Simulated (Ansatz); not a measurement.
# TaGa3: the cost of one run

Program: Ansatz 0.2.0. Level of theory: DFT r2SCAN, scalar-relativistic, plane waves, PAW. These are calculated values, not measurements.

### 1 The system as given

It takes space group I4/mmm (No. 139, tetragonal). Conventional cell: a = 3.796 Å, b = 3.796 Å, c = 8.704 Å, α = 90.00°, β = 90.00°, γ = 90.00°. Around Ta (site symmetry 4/mmm) lie 12 Ga at 2.68 to 2.89 Å. Ga (site symmetry -4m2) has 8 Ga at 2.68 to 2.89 Å and 4 Ta at 2.89 Å as nearest neighbours. Ga (site symmetry 4/mmm) has 4 Ta at 2.68 Å and 8 Ga at 2.89 Å as nearest neighbours.

As a file:

```xyz
4
Lattice="-1.8980 1.8980 4.3520 1.8980 -1.8980 4.3520 1.8980 1.8980 -4.3520" Properties=species:S:1:pos:R:3 pbc="T T T"
Ta    0.0000    0.0000    0.0000
Ga    0.0000    1.8980    2.1760
Ga    1.8980    0.0000    2.1760
Ga    0.0000    0.0000    4.3520
```

The structure comes from the Crystallography Open Database.

(A quick probe on a coarse mesh, which set the mesh and smearing, is not shown.)

### 3 The relaxation

Contents of input.yaml:

```yaml
crystal:
  lattice:
    - [-1.898, 1.898, 4.352]
    - [1.898, -1.898, 4.352]
    - [1.898, 1.898, -4.352]
  atoms:
    - { symbol: Ta, position: [0.0, 0.0, 0.0] }
    - { symbol: Ga, position: [0.75, 0.25, 0.5] }
    - { symbol: Ga, position: [0.25, 0.75, 0.5] }
    - { symbol: Ga, position: [0.5, 0.5, 0.0] }
basis:
  ecutwfc: 500
kpoints:
  mp_grid: { grid: [16, 16, 16] }
hamiltonian:
  xc: r2scan
scf:
  occupations: { method: gaussian, width: 0.1 }
output:
  forces: true
  stress: true
  eigenvalues: true
relax:
  adjacent_minimum: "off"
  f_tol: 0.005
  max_steps: 80
  cell: { stress_tol: 0.05 }
```

What time and memory should one allow on 1 thread of an Arm CPU, shared host?

About 6.4 min, with a peak of 1.1 GiB.
